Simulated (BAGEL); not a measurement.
# CH3FGeO (SMILES C[O][Ge][F]): a chain of runs

Wanted: a single-point energy (HF/def2-SV(P)), then a single-point energy (NEVPT2(2,2)/def2-SV(P)), then the energy (CASPT2(2,2)/def2-SV(P)) of CH3FGeO. 

The results are computed with BAGEL 1.2.2.

2 further runs of the same task are left out: 2 set aside as unsound or not needed.

### Step 1. The molecule

CH3FGeO has 7 atoms, charge 0, and is taken as a singlet. SMILES: `C[O][Ge][F]`. The coordinates come from a PBE0-D4/def2-TZVP relaxation. This is one conformer, not always the lowest.

Bond lengths: C1–O2 1.413 Å, O2–Ge3 1.764 Å, Ge3–F4 1.768 Å, C1–H5 1.092 Å, C1–H6 1.093 Å, C1–H7 1.093 Å. Angles: C1–O2–Ge3 128.6°, O2–Ge3–F4 99.1°, O2–C1–H5 112.1°, O2–C1–H6 109.1°, O2–C1–H7 109.0°, H5–C1–H6 109.1°, H5–C1–H7 109.1°, H6–C1–H7 108.4°.

### Step 2. A single-point energy at HF/def2-SV(P) (density fitting with svp-jkfit) (run 1)

Contents of hf.json:

```json
{ "bagel" : [

{
  "title" : "molecule",
  "basis" : "def2-sv_p_.json",
  "df_basis" : "svp-jkfit",
  "angstrom" : true,
  "geometry" : [
    { "atom" : "C", "xyz" : [      -0.504783,       0.491503,       0.394880 ] },
    { "atom" : "O", "xyz" : [       0.412400,       0.624200,      -0.671900 ] },
    { "atom" : "Ge", "xyz" : [       1.441700,      -0.610700,      -1.398400 ] },
    { "atom" : "F", "xyz" : [       0.967400,      -1.990600,      -0.400200 ] },
    { "atom" : "H", "xyz" : [      -0.548483,      -0.532197,       0.773780 ] },
    { "atom" : "H", "xyz" : [      -0.207983,       1.161103,       1.206580 ] },
    { "atom" : "H", "xyz" : [      -1.498683,       0.788503,       0.049680 ] }
  ]
},

{
  "title" : "hf"
},

{
  "title" : "print",
  "file" : "orbitals.molden",
  "orbitals" : true
}

]}
```

The basis set def2-SV(P) is read from a file made from the Basis Set Exchange's data (not shown).

On the command line:

```sh
$ BAGEL_NUM_THREADS=1 BAGEL hf.json > hf.out
```

The program printed:

```text
* using 1 threads per process

  ===============================================================
  ===============================================================

  *** Geometry ***

  { "atom" : "C", "xyz" : [     -0.953902,      0.928806,      0.746215 ] },
  { "atom" : "O", "xyz" : [      0.779323,      1.179567,     -1.269707 ] },
  { "atom" : "Ge", "xyz" : [      2.724418,     -1.154056,     -2.642593 ] },
  { "atom" : "F", "xyz" : [      1.828121,     -3.761689,     -0.756268 ] },
  { "atom" : "H", "xyz" : [     -1.036483,     -1.005707,      1.462232 ] },
  { "atom" : "H", "xyz" : [     -0.393031,      2.194167,      2.280106 ] },
  { "atom" : "H", "xyz" : [     -2.832100,      1.490055,      0.093882 ] },

  Number of auxiliary basis functions:      549

  Since a DF basis is specified, we compute 2- and 3-index integrals:
    o Being stored without compression. Storage requirement is 0.028 GB

  Number of basis functions:       80
  Number of electrons      :       58

    * METHOD: MOLECULE                             0.30

  *** RHF ***

  === Nuclear Repulsion ===
   275.6906567367

      * DIIS with orbital gradients will be used.

  === RHF iteration (def2-sv_p_.json) ===
      0      -2288.62285222          0.02109367           0.09
      1      -2288.76385496          0.01660101           0.08
      2      -2288.88635818          0.00134123           0.08
      3      -2288.88798541          0.00059883           0.09
      4      -2288.88819779          0.00014864           0.08
      5      -2288.88822325          0.00005845           0.08
      6      -2288.88822650          0.00002568           0.08
      7      -2288.88822725          0.00000570           0.08
      8      -2288.88822728          0.00000282           0.08
      9      -2288.88822729          0.00000091           0.08
     10      -2288.88822729          0.00000044           0.08
     11      -2288.88822729          0.00000016           0.08
     12      -2288.88822729          0.00000008           0.08
     13      -2288.88822729          0.00000003           0.09
     14      -2288.88822729          0.00000001           0.08
    * SCF iteration converged.

    * Permanent dipole moment:
           (    0.008414,    -0.291285,     0.090276) a.u.

    * METHOD: HF                                   1.52

    * METHOD: PRINT                                0.02

  ===============================================================
```

It took 1.9 s on 1 thread of Arm Neoverse V1, shared host; peak memory 0.14 GiB.

### Step 3. The energy at NEVPT2(2,2)/def2-SV(P) (density fitting with svp-jkfit) (run 2)

Contents of input.json:

```json
{ "bagel" : [

{
  "title" : "molecule",
  "basis" : "def2-sv_p_.json",
  "df_basis" : "svp-jkfit",
  "angstrom" : true,
  "geometry" : [
    { "atom" : "C", "xyz" : [   -0.504783,    0.491503,    0.394880 ] },
    { "atom" : "O", "xyz" : [    0.412400,    0.624200,   -0.671900 ] },
    { "atom" : "Ge", "xyz" : [    1.441700,   -0.610700,   -1.398400 ] },
    { "atom" : "F", "xyz" : [    0.967400,   -1.990600,   -0.400200 ] },
    { "atom" : "H", "xyz" : [   -0.548483,   -0.532197,    0.773780 ] },
    { "atom" : "H", "xyz" : [   -0.207983,    1.161103,    1.206580 ] },
    { "atom" : "H", "xyz" : [   -1.498683,    0.788503,    0.049680 ] }
  ]
},
{
  "title" : "hf"
},
{
  "title" : "casscf",
  "nstate" : 1,
  "nact" : 2,
  "nclosed" : 28,
  "active" : [19, 37],
  "maxiter" : 200,
  "natocc" : true
},
{
  "title" : "nevpt2",
  "nstate" : 1,
  "nact" : 2,
  "nclosed" : 28,
  "active" : [19, 37],
  "maxiter" : 200,
  "natocc" : true,
  "ncore" : 12
},
{
  "title" : "print",
  "file" : "orbitals.molden",
  "orbitals" : true
}

]}
```

The basis set def2-SV(P) is read from a file made from the Basis Set Exchange's data (not shown).

On the command line:

```sh
$ BAGEL_NUM_THREADS=1 BAGEL input.json > input.out
```

The program printed:

```text
* using 1 threads per process

  ===============================================================
  ===============================================================

  *** Geometry ***

  { "atom" : "C", "xyz" : [     -0.953902,      0.928806,      0.746215 ] },
  { "atom" : "O", "xyz" : [      0.779323,      1.179567,     -1.269707 ] },
  { "atom" : "Ge", "xyz" : [      2.724418,     -1.154056,     -2.642593 ] },
  { "atom" : "F", "xyz" : [      1.828121,     -3.761689,     -0.756268 ] },
  { "atom" : "H", "xyz" : [     -1.036483,     -1.005707,      1.462232 ] },
  { "atom" : "H", "xyz" : [     -0.393031,      2.194167,      2.280106 ] },
  { "atom" : "H", "xyz" : [     -2.832100,      1.490055,      0.093882 ] },

  Number of auxiliary basis functions:      549

[... 21 lines left out ...]
    * SCF iteration converged.
[... 1 line left out ...]
    * Permanent dipole moment:
[... 27 lines left out ...]
    * Second-order optimization converged. *
[... 1 line left out ...]
     guess   0:   closed 1.                   open ..

  === FCI iteration ===

      0  0     -2288.88795673     1.03e-01      0.00
      1  0     -2288.90800846     2.51e-03      0.00
      2  0 *   -2288.90802871     1.45e-15      0.00

     * ci vector, state   0, <S^2> = 0.0000
       2.     0.9952851893
       .2    -0.0969917104

    * METHOD: CASSCF                               6.17

    * freezing 12 orbitals

  === DF-NEVPT2 calculation ===

    * 3-index integral transformation done
    * assembly done

      NEVPT2 correlation energy:   -0.6785381477      0.18

          (+0)     -0.5723245323
          (+0)'    -0.0464763134
          (+1)     -0.0087061282
          (+1)'    -0.0000000000
          (+2)     -0.0006626211
          (-1)     -0.0447122241
          (-1)'     0.0000000000
          (-2)     -0.0056563286

      NEVPT2 total energy:       -2289.5865668541

    * METHOD: NEVPT2                               0.33

    * METHOD: PRINT                                0.02

  ===============================================================
```

Run time: 8.7 s. Hardware: 1 thread of Arm Neoverse V1, shared host; peak memory 0.14 GiB.

### Step 4. A single-point energy at CASPT2(2,2)/def2-SV(P) (density fitting with svp-jkfit) (run 3)

Contents of calc.json:

```json
{ "bagel" : [

{
  "title" : "molecule",
  "basis" : "def2-sv_p_.json",
  "df_basis" : "svp-jkfit",
  "angstrom" : true,
  "geometry" : [
    { "atom" : "C", "xyz" : [   -0.504783,    0.491503,    0.394880 ] },
    { "atom" : "O", "xyz" : [    0.412400,    0.624200,   -0.671900 ] },
    { "atom" : "Ge", "xyz" : [    1.441700,   -0.610700,   -1.398400 ] },
    { "atom" : "F", "xyz" : [    0.967400,   -1.990600,   -0.400200 ] },
    { "atom" : "H", "xyz" : [   -0.548483,   -0.532197,    0.773780 ] },
    { "atom" : "H", "xyz" : [   -0.207983,    1.161103,    1.206580 ] },
    { "atom" : "H", "xyz" : [   -1.498683,    0.788503,    0.049680 ] }
  ]
},
{ "title" : "hf", "charge" : 0 },
{ "title" : "casscf", "nstate" : 1, "nact" : 2, "nclosed" : 28, "charge" : 0, "active" : [19, 37], "maxiter" : 200, "natocc" : true },
{ "title" : "print", "file" : "orbitals.molden", "orbitals" : true },
{ "title" : "smith", "method" : "caspt2", "ms" : true, "xms" : true, "sssr" : true, "shift" : 0.2, "shift_imag" : true, "ncore" : 12 }

]}
```

The basis set def2-SV(P) is read from a file made from the Basis Set Exchange's data (not shown).

On the command line:

```sh
$ BAGEL_NUM_THREADS=1 BAGEL calc.json > calc.out
```

The program printed:

```text
* using 1 threads per process

  ===============================================================
  ===============================================================

  *** Geometry ***

  { "atom" : "C", "xyz" : [     -0.953902,      0.928806,      0.746215 ] },
  { "atom" : "O", "xyz" : [      0.779323,      1.179567,     -1.269707 ] },
  { "atom" : "Ge", "xyz" : [      2.724418,     -1.154056,     -2.642593 ] },
  { "atom" : "F", "xyz" : [      1.828121,     -3.761689,     -0.756268 ] },
  { "atom" : "H", "xyz" : [     -1.036483,     -1.005707,      1.462232 ] },
  { "atom" : "H", "xyz" : [     -0.393031,      2.194167,      2.280106 ] },
  { "atom" : "H", "xyz" : [     -2.832100,      1.490055,      0.093882 ] },

  Number of auxiliary basis functions:      549

[... 21 lines left out ...]
    * SCF iteration converged.
[... 1 line left out ...]
    * Permanent dipole moment:
[... 27 lines left out ...]
    * Second-order optimization converged. *
[... 9 lines left out ...]
     * ci vector, state   0, <S^2> = 0.0000
[... 16 lines left out ...]
    * Zeroth order energy : state  0       -1.5523485575
[... 4 lines left out ...]
       #      aibj      arbs      arbi      airj      risj      airs      arst      rist         Etot      error   time
[... 10 lines left out ...]
      ------------------------------------------------------------------------------------------------------------------

    * CASPT2 energy : state  0    -2289.5889519784
        w/o shift correction      -2289.5864648458
        reference weight              0.8489161651

    * METHOD: SMITH                                0.85

  ===============================================================
```

It took 9.3 s on 1 thread of Arm Neoverse V1, shared host; peak memory 0.23 GiB.

### Step 5. Outcome

| quantity | value |
| --- | --- |
| run 1, HF/def2-SV(P): total energy | -2288.88823 Eh |
| run 1, HF/def2-SV(P): dipole moment | 0.78 D |
| run 1, HF/def2-SV(P): HOMO energy | -10.87 eV |
| run 1, HF/def2-SV(P): LUMO energy | 1.18 eV |
| run 1, HF/def2-SV(P): HOMO–LUMO gap | 12.06 eV |
| run 2, NEVPT2(2,2)/def2-SV(P): total energy | -2289.58657 Eh |
| run 3, CASPT2(2,2)/def2-SV(P): total energy | -2289.58895 Eh |
